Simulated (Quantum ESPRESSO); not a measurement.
# BiTe (R-3m) in Quantum ESPRESSO: equation of state, part 2 of 2

Quantum ESPRESSO 7.5. The steps go on from the part before.

### 4 Single point, PBEsol, 33.05 Å³/atom

Contents of pw.in:

```
&CONTROL
  calculation = 'scf'
  prefix = 'pwscf'
  outdir = './tmp'
  pseudo_dir = './pseudo'
  tprnfor = .true.
  tstress = .true.
  disk_io = 'nowf'
/
&SYSTEM
  ibrav = 0
  nat = 2
  ntyp = 2
  ecutwfc = 80
  nbnd = 23
  occupations = 'smearing'
  smearing = 'fd'
  degauss = 0.00367493
/
&ELECTRONS
  conv_thr = 4d-10
  electron_maxstep = 120
  mixing_beta = 0.5
/
ATOMIC_SPECIES
Bi   208.9804 Bi.upf
Te   127.6000 Te.upf
CELL_PARAMETERS angstrom
   2.4064474992    1.3893631114    3.2950275793
  -2.4064474992    1.3893631114    3.2950275793
   0.0000000000   -2.7787262229    3.2950275793
ATOMIC_POSITIONS crystal
Bi     0.5000000000    0.5000000000    0.5000000000
Te     0.0000000000    0.0000000000    0.0000000000
K_POINTS automatic
7 7 7 0 0 0
```

On the command line:

```bash
> OMP_NUM_THREADS=1 mpirun -n 2 pw.x -nk 2 -in pw.in > pw.out
```

Wall time 31 s (2 MPI ranks of Arm Neoverse V2, shared host); peak memory 0.24 GiB.

Results (log left out):

| Item | Value |
| --- | --- |
| Free energy | -5078.0155 eV |
| Pressure | -1.3 GPa |
| Band gap on the k mesh | none (metal or under the smearing width) |

Caveat: spin-orbit coupling is left out, which moves the levels of the heavy elements.

### 5 Single point, PBEsol, 33.72 Å³/atom

Edit pw.in of step 4 so:

```diff
@@ -28,5 +28,5 @@
 CELL_PARAMETERS angstrom
-   2.4064474992    1.3893631114    3.2950275793
-  -2.4064474992    1.3893631114    3.2950275793
-   0.0000000000   -2.7787262229    3.2950275793
+   2.4227077728    1.3987509848    3.3172919545
+  -2.4227077728    1.3987509848    3.3172919545
+   0.0000000000   -2.7975019696    3.3172919545
 ATOMIC_POSITIONS crystal
```

On the command line:

```bash
> OMP_NUM_THREADS=1 mpirun -n 2 pw.x -nk 2 -in pw.in > pw.out
```

It took 31 s on 2 MPI ranks of Arm Neoverse V2, shared host; peak memory 0.24 GiB.

The run converged. Its results:

```yaml
Free_energy: -5078.0004 eV
Pressure: -2.3 GPa
Band_gap_on_the_k_mesh: none (metal or under the smearing width)
```

Caveat: spin-orbit coupling is left out, which moves the levels of the heavy elements.

### 6 Single point, PBEsol, 34.40 Å³/atom

Edit pw.in of step 5 so:

```diff
@@ -28,5 +28,5 @@
 CELL_PARAMETERS angstrom
-   2.4227077728    1.3987509848    3.3172919545
-  -2.4227077728    1.3987509848    3.3172919545
-   0.0000000000   -2.7975019696    3.3172919545
+   2.4387526627    1.4080145063    3.3392614156
+  -2.4387526627    1.4080145063    3.3392614156
+   0.0000000000   -2.8160290126    3.3392614156
 ATOMIC_POSITIONS crystal
```

Potentials or basis: PseudoDojo 0.4.1 SR PBEsol standard.

On the command line:

```bash
> OMP_NUM_THREADS=1 mpirun -n 2 pw.x -nk 2 -in pw.in > pw.out
```

Wall time 31 s (2 MPI ranks of Arm Neoverse V2, shared host); peak memory 0.24 GiB.

The run converged. Its results:

| Quantity | Value |
| --- | --- |
| Free energy | -5077.9778 eV |
| Pressure | -3.1 GPa |
| Band gap on the k mesh | none (metal or under the smearing width) |

Caveat: spin-orbit coupling is left out, which moves the levels of the heavy elements.

### 7 Single point, PBEsol, 35.07 Å³/atom

Edit pw.in of step 6 so:

```diff
@@ -28,5 +28,5 @@
 CELL_PARAMETERS angstrom
-   2.4387526627    1.4080145063    3.3392614156
-  -2.4387526627    1.4080145063    3.3392614156
-   0.0000000000   -2.8160290126    3.3392614156
+   2.4545891627    1.4171577139    3.3609455389
+  -2.4545891627    1.4171577139    3.3609455389
+   0.0000000000   -2.8343154277    3.3609455389
 ATOMIC_POSITIONS crystal
```

On the command line:

```bash
> OMP_NUM_THREADS=1 mpirun -n 2 pw.x -nk 2 -in pw.in > pw.out
```

Run time: 32 s. Hardware: 2 MPI ranks of Arm Neoverse V2, shared host; peak memory 0.26 GiB.

The run converged. Its results:

```
Free energy            : -5077.9485 eV
Pressure               : -3.9 GPa
Band gap on the k mesh : none (metal or under the smearing width)
```

Caveat: spin-orbit coupling is left out, which moves the levels of the heavy elements.

### 8 Single point, PBEsol, 35.75 Å³/atom

Edit pw.in of step 7 so:

```diff
@@ -28,5 +28,5 @@
 CELL_PARAMETERS angstrom
-   2.4545891627    1.4171577139    3.3609455389
-  -2.4545891627    1.4171577139    3.3609455389
-   0.0000000000   -2.8343154277    3.3609455389
+   2.4702239101    1.4261844395    3.3823534125
+  -2.4702239101    1.4261844395    3.3823534125
+   0.0000000000   -2.8523688790    3.3823534125
 ATOMIC_POSITIONS crystal
```

Potentials or basis: PseudoDojo 0.4.1 SR PBEsol standard.

On the command line:

```bash
> OMP_NUM_THREADS=1 mpirun -n 2 pw.x -nk 2 -in pw.in > pw.out
```

pw.out:

```text
This program is part of the open-source Quantum ESPRESSO suite
     for quantum simulation of materials; please cite
[... 13 lines left out ...]
     --------------------
     sticks:   dense  smooth     PW     G-vecs:    dense   smooth      PW
     Sum        1653    1653    475                46693    46693    7255

     Using Slab Decomposition

     bravais-lattice index     =            0
     lattice parameter (alat)  =       8.3611  a.u.
     unit-cell volume          =     482.4795 (a.u.)^3
     number of atoms/cell      =            2
     number of atomic types    =            2
     number of electrons       =        31.00
     number of Kohn-Sham states=           23
     kinetic-energy cutoff     =      80.0000  Ry
     charge density cutoff     =     320.0000  Ry
     scf convergence threshold =      4.0E-10
     mixing beta               =       0.5000
     number of iterations used =            8  plain     mixing
     Exchange-correlation= PBESOL
                           (   1   4  10   8   0   0   0)

     celldm(1)=   8.361119  celldm(2)=   0.000000  celldm(3)=   0.000000
     celldm(4)=   0.000000  celldm(5)=   0.000000  celldm(6)=   0.000000

     crystal axes: (cart. coord. in units of alat)
               a(1) = (   0.558304   0.322337   0.764458 )
               a(2) = (  -0.558304   0.322337   0.764458 )
               a(3) = (   0.000000  -0.644674   0.764458 )

     reciprocal axes: (cart. coord. in units 2 pi/alat)
[... 86 lines left out ...]

     Dense  grid:    46693 G-vectors     FFT dimensions: (  48,  48,  48)

     Initial potential from superposition of free atoms

     starting charge      30.9990, renormalised to      31.0000
     Starting wfcs are   18 randomized atomic wfcs +    5 random wfcs

     Self-consistent Calculation

     iteration #  1     ecut=    80.00 Ry     beta= 0.50
     Davidson diagonalization with overlap
     ethr =  1.00E-02,  avg # of iterations =  5.2

     Threshold (ethr) on eigenvalues was too large:
     Diagonalizing with lowered threshold

     Davidson diagonalization with overlap
     ethr =  5.98E-05,  avg # of iterations =  5.2

     total energy              =    -373.21475467 Ry
     estimated scf accuracy    <       0.01812823 Ry
[... 43 lines left out ...]
     iteration #  8     ecut=    80.00 Ry     beta= 0.50
     Davidson diagonalization with overlap
     ethr =  1.12E-11,  avg # of iterations =  2.0

     End of self-consistent calculation

          k = 0.0000 0.0000 0.0000 (  5791 PWs)   bands (ev):

   -28.0160 -28.0160 -27.9823 -27.9823 -27.9699 -14.0912 -14.0912 -14.0778
   -14.0778 -14.0663  -4.0778   0.5458   6.3149   6.3149   7.5463  10.7960
    11.3970  11.3970  13.1981  13.1981  14.8662  15.6832  15.9276
[... 255 lines left out ...]
   -28.0160 -28.0159 -27.9815 -27.9814 -27.9699 -14.0949 -14.0939 -14.0687
   -14.0684 -14.0676  -2.0522  -1.6958   5.4611   6.3938   6.4565   8.2953
     8.5530   9.6981  16.0012  16.5784  17.2671  19.0584  19.9683

     the Fermi energy is     9.0276 ev

!    total energy              =    -373.21974295 Ry
     estimated scf accuracy    <          1.6E-10 Ry
     smearing contrib. (-TS)   =      -0.00084971 Ry
     internal energy E=F+TS    =    -373.21889324 Ry

     The total energy is F=E-TS. E is the sum of the following terms:
     one-electron contribution =    -150.62326357 Ry
     hartree contribution      =      88.63808188 Ry
     xc contribution           =     -91.58387727 Ry
     ewald contribution        =    -219.64983428 Ry

     convergence has been achieved in   8 iterations

     Forces acting on atoms (cartesian axes, Ry/au):

     atom    1 type  1   force =    -0.00000000    0.00000000    0.00000000
     atom    2 type  2   force =     0.00000000   -0.00000000   -0.00000000

     Total force =     0.000000     Total SCF correction =     0.000000

     Computing stress (Cartesian axis) and pressure

          total   stress  (Ry/bohr**3)                   (kbar)     P=      -45.18
  -0.00032745  -0.00000000  -0.00000000          -48.17       -0.00       -0.00
  -0.00000000  -0.00032745   0.00000000           -0.00      -48.17        0.00
  -0.00000000   0.00000000  -0.00026655           -0.00        0.00      -39.21

=------------------------------------------------------------------------------=
   JOB DONE.
=------------------------------------------------------------------------------=
```

Wall time 32 s (2 MPI ranks of Arm Neoverse V2, shared host); peak memory 0.26 GiB.

What came out:

```
Free energy            : -5077.9133 eV
Pressure               : -4.5 GPa
Band gap on the k mesh : none (metal or under the smearing width)
```

Caveat: spin-orbit coupling is left out, which moves the levels of the heavy elements.

### 9 Equation of state, PBEsol

Potentials or basis: PseudoDojo 0.4.1 SR PBEsol standard.

No new run: the results of the series are fitted here.

What came out:

| Quantity | Value |
| --- | --- |
| Equilibrium volume | 32.22 Å³/atom |
| Bulk modulus at fixed shape and positions | 55 GPa |
| Pressure derivative of the bulk modulus | 4.6 |

Energy against volume, from the lowest point:
```tsv
volume (Å³/atom)	energy (meV/atom)
31.701	1.38
32.376	0.00
33.050	3.35
33.725	10.91
34.399	22.22
35.074	36.86
35.748	54.47
```

Caveat: the cell was scaled at fixed shape and fractional positions, which overstates the stiffness of a crystal with free parameters, most of all of layers and chains; spin-orbit coupling is left out, which moves the levels of the heavy elements.
